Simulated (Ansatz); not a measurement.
# AlClH2S2Te: the cost of one run

All numbers below are computed with Ansatz 0.2.0 (RKS PBE0-D4/def2-SVP).

### 1 Starting point

Bond lengths: S1–S2 2.068 Å, S2–Al3 2.278 Å, Al3–Cl4 2.179 Å, Al3–Te5 2.607 Å, S1–H6 1.461 Å, Te5–H7 1.714 Å. Angles: S1–S2–Al3 91.3°, S2–S1–H6 93.5°, S2–Al3–Cl4 120.1°, S2–Al3–Te5 119.9°, Cl4–Al3–Te5 119.9°, Al3–Te5–H7 89.0°.

Structure file:

```xyz
7

S    -1.2846   -0.1962    1.8723
S     0.7446   -0.5956    1.8487
Al    0.7362   -0.7817   -0.4221
Cl    0.4142   -2.7224   -1.3600
Te    1.1139    1.3321   -1.9011
H    -1.0940    1.2467    1.7434
H    -0.5689    1.6491   -1.8268
```

### 2 Relaxing end A

File input.yaml:

```yaml
crystal:
  periodic: [false, false, false]
  atoms:
    - { symbol: S, position_ang: [-1.2846, -0.1962, 1.8723] }
    - { symbol: S, position_ang: [0.7446, -0.5956, 1.8487] }
    - { symbol: Al, position_ang: [0.7362, -0.7817, -0.4221] }
    - { symbol: Cl, position_ang: [0.4142, -2.7224, -1.36] }
    - { symbol: Te, position_ang: [1.1139, 1.3321, -1.9011] }
    - { symbol: H, position_ang: [-1.094, 1.2467, 1.7434] }
    - { symbol: H, position_ang: [-0.5689, 1.6491, -1.8268] }
basis:
  gaussian: { orbitals: def2-SVP }
hamiltonian:
  xc: pbe0
  dispersion: d4
relax:
  f_tol: 0.02
  max_steps: 50
```

Started as:

```bash
ansatz run input.yaml --threads 2 --pin off --max-ram 3072MiB --backend cpu --events-out ev --progress --plain --runs-dir out
```

**Question.** How long does this run take on 2 threads of Arm Neoverse V2, shared host, and how much memory does it need?

About 57 s, with a peak of 0.28 GiB.
